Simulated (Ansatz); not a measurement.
# Cr (Cr, simple cubic): the cost of one run

Method: DFT r2SCAN, plane waves (500 eV) with PAW, scalar-relativistic; the PAW data stem from PBE, with regenerated cores, in Ansatz 0.2.0.

## Step 1: Starting point

Symmetry: Pm-3m, No. 221, cubic system. Conventional cell: a = 2.348 Å, b = 2.348 Å, c = 2.348 Å, α = 90.00°, β = 90.00°, γ = 90.00°. Around Cr (site symmetry m-3m) lie 6 Cr at 2.35 Å.

As a file:

```
CELL_PARAMETERS angstrom
0.00000 2.34843 2.34843
2.34843 0.00000 2.34843
2.34843 2.34843 0.00000
ATOMIC_POSITIONS crystal
Cr 0.00000 0.00000 0.00000
Cr 0.50000 0.50000 0.50000
```

The atoms start with moments of +1.5, -1.5 μB.

## Step 2: Relaxation of the cell

Contents of input.yaml:

```yaml
crystal:
  lattice:
    - [0.0, 2.3484326893, 2.3484326893]
    - [2.3484326893, 0.0, 2.3484326893]
    - [2.3484326893, 2.3484326893, 0.0]
  atoms:
    - { symbol: Cr, position: [0.0, 0.0, 0.0], spin: 1.5 }
    - { symbol: Cr, position: [0.5, 0.5, 0.5], spin: -1.5 }
hamiltonian:
  xc: r2scan
  pseudopotentials:
    kind: paw
    azcp:
      Cr: "pseudopotentials/Cr.paw.azcp"
basis:
  ecutwfc: 500
  fft_grid_basis: typed
kpoints:
  mp_grid: { grid: [12, 12, 12], shift: [0, 0, 0] }
magnetization:
  spin_polarized: true
scf:
  occupations: { method: fermi_dirac, width: 0.05 }
relax:
  max_steps: 60
  f_tol: 0.01
  cell: {}
```

Started as:

```sh
> ansatz run input.yaml --threads 1 --pin off --max-ram 3584MiB --backend cpu --events-out ev --progress --plain --runs-dir out
```

What time and memory should one allow on 1 thread of Intel Xeon Platinum 8259CL at 2.50GHz (Skylake/Cascade Lake), shared host?

About 1.9 min, with a peak of 0.61 GiB.
